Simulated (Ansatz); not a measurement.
# C₂H₇AsO: one species, many methods

One table from this session's results is given with a row withheld; the runs are named, their logs left out.

The runs use Ansatz 0.2.0, Gaussian basis; functionals in def2-TZVPP, the program's frozen cores in correlated methods.

Plan: LDA (SPW92), PBE-D4, revPBE-D4, BLYP-D4, r2SCAN-D4, B97M-V, PBE0-D4, B3LYP-D4, r2SCANh-D4, r2SCAN0-D4, HSE06-D4, BHLYP-D4, CAM-B3LYP-D4, LC-ωPBE, ωB97X-V, ωB97M-V, B2PLYP, PBE-QIDH; CCSD(T)/def2-SVP; CCSD(T)/def2-TZVPP; MP2/def2-QZVPP; extrapolation to the limit; RPA on PBE.

## The geometry

The geometry comes from an earlier relaxation with PBE0-D4 in a triple-zeta def2 set; it is a stationary point, not always the lowest conformer.

SMILES `OCC[AsH2]`, 11 atoms, charge 0, spin multiplicity 1.

Atoms are counted from 1 here; the program's logs count them from 0.

Bond lengths: O1–C2 1.412 Å, O1–H5 0.959 Å, C2–C3 1.509 Å, C2–H6 1.101 Å, C2–H7 1.099 Å, C3–As4 1.979 Å, C3–H8 1.093 Å, C3–H9 1.093 Å, As4–H10 1.526 Å, As4–H11 1.519 Å. Angles: C2–O1–H5 108.7°, O1–C2–C3 108.8°, O1–C2–H6 110.3°, O1–C2–H7 111.2°, C3–C2–H6 109.1°, C3–C2–H7 109.7°, H6–C2–H7 107.7°, C2–C3–As4 116.6°, C2–C3–H8 109.9°, C2–C3–H9 109.7°, As4–C3–H8 106.7°, As4–C3–H9 106.3°, H8–C3–H9 107.2°, C3–As4–H10 95.0°, C3–As4–H11 95.8°, H10–As4–H11 92.2°.

Coordinates:

```xyz
11
C2H7AsO
O    -1.3334    0.7001   -0.5784
C    -0.2594    0.8271    0.3296
C     0.1674   -0.5504    0.7740
As    0.9244   -1.7362   -0.6175
H    -1.5641    1.5719   -0.9056
H    -0.5701    1.4099    1.2102
H     0.5908    1.3483   -0.1322
H    -0.6836   -1.0804    1.2098
H     0.9293   -0.4671    1.5528
H     1.9402   -0.7156   -1.1235
H    -0.0761   -1.3644   -1.6987
```

The first run:

in.yaml reads:

```yaml
crystal:
  periodic: [false, false, false]
  atoms:
    - {symbol: O, position_ang: [-1.333375, 0.700137, -0.578407]}
    - {symbol: C, position_ang: [-0.259373, 0.827063, 0.329574]}
    - {symbol: C, position_ang: [0.167395, -0.550413, 0.773968]}
    - {symbol: As, position_ang: [0.924382, -1.736193, -0.617452]}
    - {symbol: H, position_ang: [-1.564109, 1.571909, -0.905650]}
    - {symbol: H, position_ang: [-0.570145, 1.409891, 1.210185]}
    - {symbol: H, position_ang: [0.590768, 1.348257, -0.132155]}
    - {symbol: H, position_ang: [-0.683584, -1.080357, 1.209830]}
    - {symbol: H, position_ang: [0.929263, -0.467091, 1.552797]}
    - {symbol: H, position_ang: [1.940227, -0.715622, -1.123520]}
    - {symbol: H, position_ang: [-0.076050, -1.364381, -1.698671]}
basis:
  gaussian: {orbitals: def2-TZVPP}
hamiltonian: {xc: lda}
output: {orbitals: {seedname: orbitals}}
```

Steps of the session up to this table: LDA; PBE-D4 (GGA); revPBE-D4 (GGA); BLYP-D4 (GGA); r2SCAN-D4 (meta-GGA); B97M-V (meta-GGA); PBE0-D4 (hybrid); B3LYP-D4 (hybrid); r2SCANh-D4 (hybrid); r2SCAN0-D4 (hybrid); HSE06-D4 (hybrid); BHLYP-D4 (hybrid); CAM-B3LYP-D4 (range-separated); LC-ωPBE (range-separated); ωB97X-V (range-separated); ωB97M-V (range-separated); B2PLYP (double hybrid); PBE-QIDH (double hybrid).

One of the session's tables, all rows but one given; the rest of the session is left out.

It belongs to the step «Orbital energies across the functionals». 

| functional | HOMO (eV) | LUMO (eV) | gap (eV) |
| --- | --- | --- | --- |
| LDA (SPW92) | -6.06 | -0.36 | 5.70 |
| PBE-D4 | -5.94 | -0.18 | 5.76 |
| revPBE-D4 | -5.89 | -0.09 | 5.80 |
| BLYP-D4 | -5.83 | -0.14 | 5.69 |
| r2SCAN-D4 | -6.20 | 0.18 | 6.38 |
| B97M-V | -6.26 | -0.02 | 6.25 |
| PBE0-D4 | -7.06 | 0.65 | 7.70 |
| B3LYP-D4 | -6.87 | 0.36 | 7.23 |
| r2SCANh-D4 | -6.61 | 0.47 | 7.08 |
| r2SCAN0-D4 | -7.23 | 0.89 | 8.12 |
| HSE06-D4 | ? | ? | ? |
| BHLYP-D4 | -8.06 | 1.37 | 9.42 |
| CAM-B3LYP-D4 | -8.37 | 1.52 | 9.88 |
| LC-ωPBE | -9.68 | 2.76 | 12.45 |
| ωB97X-V | -9.35 | 2.59 | 11.93 |
| ωB97M-V | -9.23 | 2.23 | 11.47 |

Q: Estimate the row for HSE06-D4 from the others.

**Answer.** HOMO (eV): -6.66; LUMO (eV): 0.27; gap (eV): 6.93. In the column «HOMO (eV)» it lies between B3LYP-D4 (-6.87) and r2SCANh-D4 (-6.61).
